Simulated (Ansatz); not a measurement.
**BAs: a single-point run**

Aim: a sound single-point run of BAs. The structure is shown as the input types it.

Method: density functional or hybrid calculation with the settings of its input, plane waves (as first typed), in Ansatz 0.2.0.

4 further runs of the same task are left out: 1 for a known fault of the program, 3 that didn't finish.

## Step 1: The starting structure

Symmetry: F-43m, No. 216, cubic system. Conventional cell: a = 4.784 Å, b = 4.784 Å, c = 4.784 Å, α = 90.00°, β = 90.00°, γ = 90.00°. B (site symmetry -43m) is surrounded by 4 As at 2.07 Å. As (site symmetry -43m) is surrounded by 4 B at 2.07 Å.

Structure file:

```cif
data_structure
_symmetry_space_group_name_H-M 'P 1'
_symmetry_Int_Tables_number 1
_cell_length_a 3.3826
_cell_length_b 3.3826
_cell_length_c 3.3826
_cell_angle_alpha 60.000
_cell_angle_beta 60.000
_cell_angle_gamma 60.000
_cell_volume 27.37
loop_
_atom_site_label
_atom_site_type_symbol
_atom_site_fract_x
_atom_site_fract_y
_atom_site_fract_z
_atom_site_occupancy
B1 B 0.00000 0.00000 0.00000 1
As1 As 0.25000 0.25000 0.25000 1
```

## Step 2: Input and run

Input file input.yaml:

```yaml
crystal:
  lattice:
    - [0.0, 2.3918676044, 2.3918676044]
    - [2.3918676044, 0.0, 2.3918676044]
    - [2.3918676044, 2.3918676044, 0.0]
  atoms:
    - { symbol: B, position: [0.0, 0.0, 0.0] }
    - { symbol: As, position: [0.25, 0.25, 0.25] }
kpoints:
  mp_grid: { grid: [6, 6, 6] }
hamiltonian:
  xc: pbe
scf:
  occupations: { method: fixed }
  n_extra_bands: 4
  convergence: { dr2_threshold: 0.01 }
  max_iter: 73
output:
  forces: true
  stress: true
  eigenvalues: true
```

Launch:

```bash
ansatz run input.yaml --threads 4 --pin off --max-ram 3686MiB --backend cpu --events-out ev --progress --plain --runs-dir out
```

What happens when this is run?

This run ends as converged, with warnings (force scf threshold loose, stress scf threshold loose). Its log warns: «scf.convergence.dr2_threshold = 1e-2 eV is looser than this run's default, which is 1e-7 eV or tighter. The error in the forces grows as the threshold's square root ...»

The threshold asked is loose, but the program put off the close and ended at dr2 = 2.8e-9, so little accuracy was lost here.

The test: delete scf.convergence.dr2_threshold (the default then holds).
